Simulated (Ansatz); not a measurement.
# Al4Ni4O: the cost of one run

Computed with Ansatz 0.2.0 (DFT PBEsol, scalar-relativistic, plane waves, PAW, unless a step's input says otherwise).

6 further runs of the same task are left out: 3 that didn't finish, 3 set aside as unsound or not needed.

**1. The starting structure**

The structure is orthorhombic, space group Pmm2 (No. 25). The conventional cell has a = 2.862 Å, b = 4.048 Å, c = 23.072 Å, α = 90.00°, β = 90.00°, γ = 90.00°. Al (site symmetry mm2) is surrounded by 6 Ni at 2.48 Å. Around Ni (site symmetry mm2) lie 6 Al at 2.48 Å. Around Al (site symmetry mm2) lie 8 Ni at 2.45 to 2.48 Å. Ni (site symmetry mm2) is surrounded by 8 Al at 2.48 Å and 6 Ni at 2.84 to 2.86 Å. Al (site symmetry mm2) is surrounded by 8 Ni at 2.38 to 2.48 Å. Ni (site symmetry mm2) has 8 Al at 2.45 to 2.56 Å and 6 Ni at 2.80 to 2.86 Å in its first shell of neighbours. Al (site symmetry mm2) is surrounded by 6 Ni at 2.49 to 2.56 Å. Around Ni (site symmetry mm2) lie 6 Al at 2.38 to 2.49 Å.

Structure file:

```
Al Ni
1.0
     2.86217    0.00000    0.00000
     0.00000    4.04771    0.00000
     0.00000    0.00000   23.07157
Al Ni
4 4
Direct
  0.00000 0.50000 0.36842
  0.00000 0.00000 0.45614
  0.00000 0.50000 0.54368
  0.00000 0.00000 0.63437
  0.50000 0.00000 0.36842
  0.50000 0.50000 0.45614
  0.50000 0.00000 0.54252
  0.50000 0.50000 0.62624
```

Miller indices refer to the conventional cell of the relaxed bulk, Pm-3m (No. 221): a = 2.862 Å, b = 2.862 Å, c = 2.862 Å, α = 90.00°, β = 90.00°, γ = 90.00°.

This (110) slab, 6.1 Å thick as cut, with 17 Å of vacuum; its outer planes are AlNi (top) and AlNi (bottom), was relaxed beforehand with its lower half held: -25320.7543 eV, work function 4.80 eV (top face), 4.95 eV (bottom face), dipole along +c 0.010 e·Å per cell.

**2. Start: O, top (Al)**

input.yaml

```yaml
crystal:
  lattice:
    - [2.8621655562, 0.0, 0.0]
    - [0.0, 4.0477133473, 0.0]
    - [0.0, 0.0, 25.071570021]
  atoms:
    - { symbol: Al, position: [0.0, 0.5, 0.3390294263] }
    - { symbol: Ni, position: [0.5, 0.0, 0.3390294263] }
    - { symbol: Al, position: [0.0, 0.0, 0.4197525989] }
    - { symbol: Ni, position: [0.5, 0.5, 0.4197525989] }
    - { symbol: Al, position: [0.0, 0.5, 0.5003066696] }
    - { symbol: Ni, position: [0.5, 0.0, 0.4992450401] }
    - { symbol: Al, position: [0.0, 0.0, 0.583764659] }
    - { symbol: Ni, position: [0.5, 0.5, 0.5762809283] }
    - { symbol: O, position: [0.0, 0.0, 0.658749991] }
basis:
  ecutwfc: 420
kpoints:
  mp_grid: { grid: [10, 7, 1] }
hamiltonian:
  xc: pbesol
scf:
  occupations: { method: gaussian, width: 0.1 }
output:
  forces: true
  eigenvalues: true
  write_density: true
  write_potential: true
  elf: true
  volumetric_format: npy
relax:
  adjacent_minimum: "off"
  f_tol: 0.03
  max_steps: 70
  constraints: [{ sites: [0, 1, 2, 3] }]
efield:
  axis: 3
  dipole_correction: true
  ramp_width: 0.04
```

Command:

```console
ansatz run input.yaml --threads 2 --pin off --max-ram 5120MiB --backend cpu --events-out ev --progress --plain --runs-dir out
```

What time and memory should one allow on 2 threads of Intel Xeon Platinum 8488C (Sapphire Rapids), shared host?

About 3.9 min, with a peak of 0.72 GiB.
